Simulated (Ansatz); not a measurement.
Which YAML input does this script hand to the engine? (the Python package of Ansatz (0.2.0))

The script, `bgeh9si2_energy.py`:
```python
# -*- coding: utf-8 -*-
"""Electronic structure of the BGeH9Si2 molecule."""

from dataclasses import dataclass
from pathlib import Path

import ansatz as az


@dataclass(frozen=True)
class RunConfig:
    basis_set: str = "cc-pVDZ"
    functional: str = "r2scan"
    dispersion: str = "d3bj"


opts = RunConfig()

system = (
    az.Crystal.molecule()
    .atom("B", (-1.8688, 1.2003, -0.3702))
    .atom("Si", (-1.4718, -0.6436, -0.3998))
    .atom("Ge", (0.7858, -0.8673, -0.6621))
    .atom("Si", (1.946, 0.2642, 1.0735))
    .atom("H", (-1.4464, 1.9467, 0.4206))
    .atom("H", (-2.6443, 1.7026, -1.2026))
    .atom("H", (-1.8564, -1.2509, 0.8755))
    .atom("H", (-2.1165, -1.2861, -1.5241))
    .atom("H", (1.257, -0.239, -1.9618))
    .atom("H", (1.2023, -2.3691, -0.5806))
    .atom("H", (1.4442, -0.3277, 2.3825))
    .atom("H", (3.3484, 0.136, 0.9439))
    .atom("H", (1.441, 1.6994, 1.02))
)

job = system.calculation()
job = job.basis(gaussian=opts.basis_set)
job = job.functional(opts.functional, dispersion=opts.dispersion)
job = job.orbitals()
done = job.run(threads=1, backend="cpu", runs_dir="runs")
data = done.report

print(f"E = {data['free_energy_ev']:.6f} eV = {data['free_energy_ev'] / 27.211386246:.7f} Ha")
print("converged:", data["converged"], " doubts:", data["published_state_doubts"] or "none")

field = data["mean_field"]
print("<S^2> =", round(abs(field["state"]["spin_squared"]), 4), " relativity:", field["relativity"])
print("passes:", field["passes"])
if "symmetry" in field:
    print("occupied orbitals by irrep:", field["symmetry"]["occupied"])

lines = Path(data["orbitals_path"]).read_text().splitlines()
field_of = lambda key: [line.split("=")[1].strip() for line in lines if line.startswith(key)]
orbitals = [(27.211386 * float(e), s, float(n)) for e, s, n in zip(field_of("Ene="), field_of("Spin="), field_of("Occup="))]
homo = max(e for e, _, n in orbitals if n > 0.5)
lumo = min(e for e, _, n in orbitals if n < 0.5)
for e, spin, n in sorted(orbitals):
    if homo - 10 < e < lumo + 5:
        print(f"{spin:6s} {e:10.3f} eV  occupation {n:.0f}")
```

```console
$ python bgeh9si2_energy.py
DeckWarning: the engine holds no damping parameters fitted to this dispersion correction and functional, so the run takes those fitted to r2scan beside the three-body term, which d3bj leaves out (hamiltonian.dispersion, under Limitations)
E = -73091.555621 eV = -2686.0651258 Ha
converged: True  doubts: none
<S^2> = 0.0  relativity: none
passes: {'evaluations': 13, 'products': 11}
occupied orbitals by irrep: [{'A': 37}, {'A': 37}]
Alpha     -15.458 eV  occupation 2
Alpha     -14.128 eV  occupation 2
Alpha     -12.973 eV  occupation 2
Alpha     -11.836 eV  occupation 2
Alpha      -9.633 eV  occupation 2
Alpha      -9.321 eV  occupation 2
Alpha      -9.107 eV  occupation 2
Alpha      -8.452 eV  occupation 2
Alpha      -8.372 eV  occupation 2
Alpha      -8.015 eV  occupation 2
Alpha      -7.244 eV  occupation 2
Alpha      -6.990 eV  occupation 2
Alpha      -3.115 eV  occupation 0
Alpha      -0.151 eV  occupation 0
Alpha       0.131 eV  occupation 0
Alpha       0.340 eV  occupation 0
Alpha       0.498 eV  occupation 0
Alpha       1.074 eV  occupation 0
Alpha       1.194 eV  occupation 0
Alpha       1.590 eV  occupation 0
```
(Warnings from the package without file and line.)

`input.yaml`:
```yaml
crystal:
  periodic: [false, false, false]
  atoms:
    - { symbol: B, position_ang: [-1.8688, 1.2003, -0.3702] }
    - { symbol: Si, position_ang: [-1.4718, -0.6436, -0.3998] }
    - { symbol: Ge, position_ang: [0.7858, -0.8673, -0.6621] }
    - { symbol: Si, position_ang: [1.946, 0.2642, 1.0735] }
    - { symbol: H, position_ang: [-1.4464, 1.9467, 0.4206] }
    - { symbol: H, position_ang: [-2.6443, 1.7026, -1.2026] }
    - { symbol: H, position_ang: [-1.8564, -1.2509, 0.8755] }
    - { symbol: H, position_ang: [-2.1165, -1.2861, -1.5241] }
    - { symbol: H, position_ang: [1.257, -0.239, -1.9618] }
    - { symbol: H, position_ang: [1.2023, -2.3691, -0.5806] }
    - { symbol: H, position_ang: [1.4442, -0.3277, 2.3825] }
    - { symbol: H, position_ang: [3.3484, 0.136, 0.9439] }
    - { symbol: H, position_ang: [1.441, 1.6994, 1.02] }
basis:
  gaussian:
    orbitals: cc-pVDZ
hamiltonian:
  xc: r2scan
  dispersion: d3bj
output:
  orbitals: {}
```

Reading the output:
- Total energies depend on the basis set; only differences at equal settings carry meaning.
- The geometry is a force-field or estimated start, not a minimum of this method, and the basis set is short of its limit.
- Alpha marks a spatial orbital of a restricted run, filled by both spins.
- Levels such as HOMO and LUMO are orbital energies: with these approximate functionals they aren't the ionisation energy and electron affinity, and their gap isn't the fundamental gap.
- A dispersion term here runs with damping parameters fitted for another variant or functional.
- Timing: 11 s on 1 thread of Arm Neoverse V2 (shared host), peak memory 0.27 GiB.

(A comment or docstring line of the script was reworded after the run, the code is as it ran; lines on the test bed's own set-up are left out of the output.)
